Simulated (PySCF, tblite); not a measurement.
# CH₉NO₃Si₃, a small molecule taken as a stand-in for a surface group (silica 3-ring): NMR shifts, core binding energies and electronic excitations, part 2 of 2

tblite 0.8.0 and PySCF 2.14.0. Atoms count from 0, parts from 1.

## 5. Core-electron binding energies: SCAN, X2C

Job settings and geometry (Å):

```
{"job": {"kind": "xps", "holes": 5}, "charge": 0, "multiplicity": 1}
O      0.021373     1.434139     0.246911
Si    -1.513750     1.518689    -0.386726
O     -1.538669     0.578282    -1.758131
Si    -0.385391    -0.345978    -2.521160
O      0.989365    -0.312227    -1.586673
Si     1.178197     0.269874    -0.039340
N      0.884897    -1.033977     1.031273
C      0.562364    -0.911093     2.433631
H     -2.506197     0.987930     0.585800
H     -1.810918     2.930607    -0.739405
H     -0.883405    -1.740845    -2.649931
H     -0.077974     0.236782    -3.853210
H      2.498245     0.937633     0.041609
H      1.203381    -1.953786     0.746790
H      1.433075    -1.033321     3.104891
H      0.136228     0.085090     2.625611
H     -0.200482    -1.647615     2.737742
```

Level: delta-SCF UKS SCAN, pcX-2 on the ionised atom, pcseg-1 elsewhere, spin-free X2C.

Standard output:

```text
ground state, core basis on atom 0 (O), 200 functions
  cycle   1  E = -1194.05990715  |g| = 1.31e+00
  cycle   2  E = -1193.27022409  |g| = 2.39e+00
  cycle   3  E = -1194.36279374  |g| = 1.88e-01
  cycle   4  E = -1194.36751390  |g| = 1.28e-01
  cycle   5  E = -1194.37076575  |g| = 2.85e-02
  cycle   6  E = -1194.37089664  |g| = 1.38e-02
  cycle   7  E = -1194.37092968  |g| = 5.70e-03
  cycle   8  E = -1194.37093497  |g| = 1.44e-03
  cycle   9  E = -1194.37093609  |g| = 3.19e-04
  E(ground) = -1194.48384363 Eh
hole in O 1s of atom 0
  cycle   1  E = -1173.76755263  |g| = 2.23e+00
  cycle   2  E = -1173.21282554  |g| = 2.26e+00
  cycle   3  E = -1174.52291773  |g| = 4.83e-01
  cycle   4  E = -1174.55079082  |g| = 3.58e-01
  cycle   5  E = -1174.60265063  |g| = 6.93e-02
  cycle   6  E = -1174.60405199  |g| = 3.26e-02
  cycle   7  E = -1174.60446636  |g| = 8.30e-03
  cycle   8  E = -1174.60449113  |g| = 2.78e-03
  cycle   9  E = -1174.60449381  |g| = 1.48e-03
  cycle  10  E = -1174.60449451  |g| = 4.96e-04
  E(ion) = -1174.71795445 Eh   <S^2> = 0.7619   hole on atom = 1.000   binding energy = 537.857 eV
ground state, core basis on atom 1 (Si), 211 functions
  cycle   1  E = -1194.44294587  |g| = 3.10e-01
  cycle   2  E = -1194.43764977  |g| = 2.08e-01
  cycle   3  E = -1194.43908047  |g| = 1.82e-01
  cycle   4  E = -1194.44532806  |g| = 2.31e-02
  cycle   5  E = -1194.44541386  |g| = 6.69e-03
  cycle   6  E = -1194.44542025  |g| = 1.05e-03
  cycle   7  E = -1194.44542304  |g| = 3.56e-04
  E(ground) = -1194.51871761 Eh
hole in Si 2p of atom 1
  cycle   1  E = -1190.13786413  |g| = 1.24e+00
  cycle   2  E = -1188.49894835  |g| = 1.66e+00
  cycle   3  E = -1190.09006813  |g| = 8.30e-01
  cycle   4  E = -1190.42348118  |g| = 2.07e-01
  cycle   5  E = -1190.44475345  |g| = 1.51e-01
  cycle   6  E = -1190.45374992  |g| = 5.35e-02
  cycle   7  E = -1190.45478387  |g| = 1.75e-02
  cycle   8  E = -1190.45489676  |g| = 6.32e-03
  cycle   9  E = -1190.45491266  |g| = 2.62e-03
  cycle  10  E = -1190.45491515  |g| = 6.06e-04
  cycle  11  E = -1190.45491474  |g| = 2.94e-04
  E(ion) = -1190.53899860 Eh   <S^2> = 0.7512   hole on atom = 1.003   binding energy = 108.294 eV
  2p3/2 = 108.037 eV   2p1/2 = 108.664 eV
ground state, core basis on atom 4 (O), 200 functions
  cycle   1  E = -1194.37162481  |g| = 1.14e-01
  cycle   2  E = -1194.36935586  |g| = 1.35e-01
  cycle   3  E = -1194.37208696  |g| = 5.22e-02
  cycle   4  E = -1194.37254384  |g| = 7.32e-03
  cycle   5  E = -1194.37255879  |g| = 2.62e-03
  cycle   6  E = -1194.37255825  |g| = 4.32e-04
  E(ground) = -1194.48399798 Eh
hole in O 1s of atom 4
  cycle   1  E = -1173.77206107  |g| = 2.23e+00
  cycle   2  E = -1173.22966398  |g| = 2.25e+00
  cycle   3  E = -1174.52731978  |g| = 4.76e-01
  cycle   4  E = -1174.55334929  |g| = 3.54e-01
  cycle   5  E = -1174.60424036  |g| = 6.57e-02
  cycle   6  E = -1174.60546878  |g| = 3.21e-02
  cycle   7  E = -1174.60587372  |g| = 8.21e-03
  cycle   8  E = -1174.60589895  |g| = 3.11e-03
  cycle   9  E = -1174.60590259  |g| = 1.30e-03
  cycle  10  E = -1174.60590343  |g| = 6.18e-04
  cycle  11  E = -1174.60590394  |g| = 1.65e-04
  E(ion) = -1174.71759015 Eh   <S^2> = 0.7620   hole on atom = 1.000   binding energy = 537.871 eV
ground state, core basis on atom 5 (Si), 211 functions
  cycle   1  E = -1194.44732417  |g| = 3.14e-01
  cycle   2  E = -1194.44118532  |g| = 2.24e-01
  cycle   3  E = -1194.44397071  |g| = 1.81e-01
  cycle   4  E = -1194.45009277  |g| = 2.58e-02
  cycle   5  E = -1194.45020496  |g| = 6.48e-03
  cycle   6  E = -1194.45021378  |g| = 1.31e-03
  cycle   7  E = -1194.45021591  |g| = 3.80e-04
  E(ground) = -1194.52368779 Eh
hole in Si 2p of atom 5
  cycle   1  E = -1190.14445290  |g| = 1.25e+00
  cycle   2  E = -1189.93702806  |g| = 1.21e+00
  cycle   3  E = -1190.40275337  |g| = 3.61e-01
  cycle   4  E = -1190.45832100  |g| = 1.25e-01
  cycle   5  E = -1190.46344022  |g| = 4.66e-02
  cycle   6  E = -1190.46439787  |g| = 1.25e-02
  cycle   7  E = -1190.46441893  |g| = 9.55e-03
  cycle   8  E = -1190.46445855  |g| = 1.76e-03
  cycle   9  E = -1190.46445873  |g| = 4.29e-04
  E(ion) = -1190.54855519 Eh   <S^2> = 0.7511   hole on atom = 1.003   binding energy = 108.169 eV
  2p3/2 = 107.905 eV   2p1/2 = 108.534 eV
ground state, core basis on atom 6 (N), 200 functions
  cycle   1  E = -1194.35099269  |g| = 7.81e-02
  cycle   2  E = -1194.35095860  |g| = 3.39e-02
  cycle   3  E = -1194.35098656  |g| = 3.33e-02
  cycle   4  E = -1194.35118958  |g| = 5.73e-03
  cycle   5  E = -1194.35119798  |g| = 1.17e-03
  cycle   6  E = -1194.35120113  |g| = 5.20e-04
  cycle   7  E = -1194.35119963  |g| = 3.53e-05
  E(ground) = -1194.46413649 Eh
hole in N 1s of atom 6
  cycle   1  E = -1178.77462911  |g| = 1.87e+00
  cycle   2  E = -1177.37890104  |g| = 2.32e+00
  cycle   3  E = -1179.34882512  |g| = 5.55e-01
  cycle   4  E = -1179.43102300  |g| = 3.69e-01
  cycle   5  E = -1179.47796523  |g| = 1.23e-01
  cycle   6  E = -1179.48340499  |g| = 3.58e-02
  cycle   7  E = -1179.48384425  |g| = 1.48e-02
  cycle   8  E = -1179.48393285  |g| = 3.37e-03
  cycle   9  E = -1179.48394109  |g| = 1.34e-03
  cycle  10  E = -1179.48394209  |g| = 4.76e-04
  E(ion) = -1179.59506383 Eh   <S^2> = 0.7646   hole on atom = 1.000   binding energy = 404.608 eV
```

Run time: 65 s. Hardware: 1 thread of Intel Xeon Platinum 8488C, shared host; peak memory 0.77 GiB.

The holes in one table. −ε is the ground-state orbital energy:

```
       hole  stands for                  environment  ΔSCF (eV; 2p as the shell's mean)  −ε (eV)   ⟨S²⟩
  O1s on O0          O0        oxygen bonded to 2 Si                             537.86    516.6  0.762
Si2p on Si1         Si1   silicon bonded to 2 O, 2 H                             108.25     97.3  0.751
  O1s on O4          O4        oxygen bonded to 2 Si                             537.87    516.5  0.762
Si2p on Si5         Si5  silicon bonded to N, 2 O, H                             108.11     97.2  0.751
  N1s on N6          N6  nitrogen bonded to C, Si, H                             404.61    385.7  0.765
```

With the spin-orbit splitting: Si1 2p3/2 108.04, 2p1/2 108.66 eV; Si5 2p3/2 107.91, 2p1/2 108.53 eV. The table gives each 2p level as the mean over the whole 2p shell (two parts 2p3/2, one part 2p1/2), which differs a little from the single hole in the log.

## 6. Excited states and response: CAM-B3LYP/def2-SVPD

The job, as its differences from that of step 5:

```diff
@@ -1,2 +1,2 @@
-{"job": {"kind": "xps", "holes": 5}, "charge": 0, "multiplicity": 1}
+{"job": {"kind": "uv", "xc": "CAM-B3LYP", "basis": "def2-SVPD", "nstates": 6, "ntriplets": 2, "ip": true}, "charge": 0, "multiplicity": 1}
 O      0.021373     1.434139     0.246911
```

Method: TDDFT CAM-B3LYP/def2-SVPD, vertical, gas phase, core orbitals frozen in the response.

Standard output:

```text
coarse grid: 15864 points
cycle   1  E = -1191.6902208967  dE =  1.038e+00  |g| = 1.186e+00  |ddm| = 8.063e+00
cycle   2  E = -1191.5122416925  dE =  1.780e-01  |g| = 1.555e+00  |ddm| = 6.146e+00
cycle   3  E = -1191.9549264624  dE = -4.427e-01  |g| = 7.148e-02  |ddm| = 2.713e+00
cycle   4  E = -1191.9557696881  dE = -8.432e-04  |g| = 4.324e-02  |ddm| = 2.281e-01
cycle   5  E = -1191.9561556342  dE = -3.859e-04  |g| = 1.022e-02  |ddm| = 1.035e-01
cycle   6  E = -1191.9561788562  dE = -2.322e-05  |g| = 1.360e-03  |ddm| = 4.643e-02
cycle   7  E = -1191.9561793750  dE = -5.188e-07  |g| = 5.566e-04  |ddm| = 5.776e-03
final grid: 139952 points
cycle   8  E = -1192.1311537832  dE = -2.091e-05  |g| = 2.730e-03  |ddm| = 7.349e-02
cycle   9  E = -1192.1311537617  dE =  2.148e-08  |g| = 2.896e-03  |ddm| = 1.122e-02
cycle  10  E = -1192.1311555761  dE = -1.814e-06  |g| = 3.492e-04  |ddm| = 3.675e-03
cycle  11  E = -1192.1311555972  dE = -2.113e-08  |g| = 1.613e-04  |ddm| = 9.010e-04
cycle  12  E = -1192.1311556028  dE = -5.568e-09  |g| = 2.946e-05  |ddm| = 3.584e-04
cycle  13  E = -1192.1311556030  dE = -1.687e-10  |g| = 1.335e-05  |ddm| = 7.849e-05
converged SCF energy = -1192.1311556030

Static polarisability (au): isotropic 95.777, principal 88.712 94.510 104.107

Singlet excitations
state   eV       nm        f      main configurations
  1   6.3690    194.7   0.00287   H->L 0.65, H->L+3 0.15
  2   6.8482    181.0   0.00842   H->L+2 0.76
  3   7.5188    164.9   0.00032   H->L+1 0.57, H-1->L+1 0.15, H->L 0.10
  4   7.6254    162.6   0.03453   H->L+3 0.39, H->L 0.17, H->L+5 0.12
  5   7.6496    162.1   0.00524   H-1->L+1 0.45, H->L+1 0.21, H-1->L 0.14
  6   7.7282    160.4   0.04834   H->L+4 0.29, H->L+5 0.16, H->L+7 0.15

Triplet excitations (Tamm-Dancoff, eV): 6.1289 6.6909
Vertical ionisation energy (delta-SCF) = 9.2960 eV
```

Run time: 2.1 min. Hardware: 1 thread of Intel Xeon Platinum 8488C, shared host; peak memory 1.3 GiB.

Frontier orbitals and where they lie:

```
orbital      eV                         atoms
 HOMO−3  -10.78     O2 22 %, O0 17 %, O4 14 %
 HOMO−2  -10.39    O4 21 %, O0 20 %, Si1 13 %
 HOMO−1   -9.82   O2 20 %, Si3 14 %, Si1 12 %
   HOMO   -8.52     N6 58 %, C7 13 %, Si5 8 %
   LUMO    1.06  Si3 18 %, Si1 16 %, Si5 12 %
 LUMO+1    1.23   Si1 18 %, O2 15 %, Si3 13 %
 LUMO+2    1.38   Si3 18 %, O4 17 %, Si5 12 %
```

With each of the 6 states as a Gaussian band of 0.4 eV half-width at 1/e, the curve within the window shown has maxima at 161 nm (ε 3,500) L/(mol cm). Beyond the last state computed it falls off for lack of states. The curve at chosen wavelengths:

nm, ε (L/mol/cm) and a bar:
```
      154       1712 ##############
      156       2467 #####################
      159       3343 ############################
      161       3528 ##############################
      164       3131 ###########################
      166       2569 ######################
      168       1949 #################
      171       1168 ##########
      173        824 #######
      176        549 #####
      178        469 ####
      180        429 ####
      183        389 ###
      185        360 ###
      188        308 ###
      190        271 ##
      192        235 ##
      195        185 #
      197        156 #
      200        116 #
      202         93 #
      204         72 #
      207         47 
      209         35 
      212         20 
      214         14
```

Further results of this job:

```
           property  computed
  dipole moment (D)      1.59
polarisability (Å³)     14.19
 HOMO–LUMO gap (eV)      9.59
      −ε(HOMO) (eV)      8.52
```

## 7. Results

The summary covers parts 1 to 2.

| quantity | value |
| --- | --- |
| point group | C1 |
| rotational constants (main isotopes) | 1.77, 1.04, 0.79 GHz |
| 13C shifts against TMS (PBE0/pcSseg-1) | 27.7 ppm |
| 1H shifts against TMS (PBE0/pcSseg-1) | 5.28, 5.18, 5.17, 5.16, 4.89, 2.78, 2.69, 2.64, 0.60 ppm |
| 17O shifts against H2O (PBE0/pcSseg-1) | 99.3, 97.5, 85.2 ppm |
| 29Si shifts against TMS (PBE0/pcSseg-1) | -32.7, -32.7, -49.3 ppm |
| 15N shifts against NH3 (PBE0/pcSseg-1) | 40.3 ppm |
| O1s binding energies, SCAN/pcX-2 (standing for 2 of 3 atoms) | O4 537.87, O0 537.86 eV |
| Si2p binding energies, SCAN/pcX-2 (standing for 2 of 3 atoms) | Si1 108.25, Si5 108.11 eV |
| N1s binding energies, SCAN/pcX-2 | N6 404.61 eV |
| lowest singlet (CAM-B3LYP/def2-SVPD) | 6.37 eV (195 nm), f = 0.003 |
| brightest single state of those computed | state 6, 7.73 eV, f = 0.048 |
| lowest triplet | 6.13 eV |
| vertical ionisation energy (ΔSCF) | 9.30 eV |

Over 19 steps the energy fell by 0.512 eV; of the close pairs, O0–Si5 changed most, 1.589 to 1.666 Å (PBE0/def2-SVP). At PBE0/pcSseg-1: The largest span, 156 ppm, is at O2, where the paramagnetic term is -153 ppm. The O1s levels computed lie within 0.01 eV of one another, too close to rank. Only 2 of the 3 O atoms are covered by sound results. The Si2p levels kept as sound span 0.13 eV, from Si5 (silicon bonded to N, 2 O, H) up to Si1 (silicon bonded to 2 O, 2 H). Only 2 of the 3 Si atoms are covered by sound results. The lowest singlet, at 6.37 eV, is HOMO→LUMO 0.65, HOMO→LUMO+3 0.15 and is weak; of the 6 states computed, the strongest absorption comes from state 6 at 7.73 eV (the last computed, so partners may be missing). The lowest triplet lies 0.24 eV below the lowest singlet (triplets in Tamm-Dancoff, singlets in full TDDFT). The orbital energy would give 8.52 eV for ionisation, ΔSCF gives 9.30 eV. A capped cluster stands for the solid here, so long-range fields and strain are missing, and bands or shifts of the capping hydrogens have no counterpart in it.
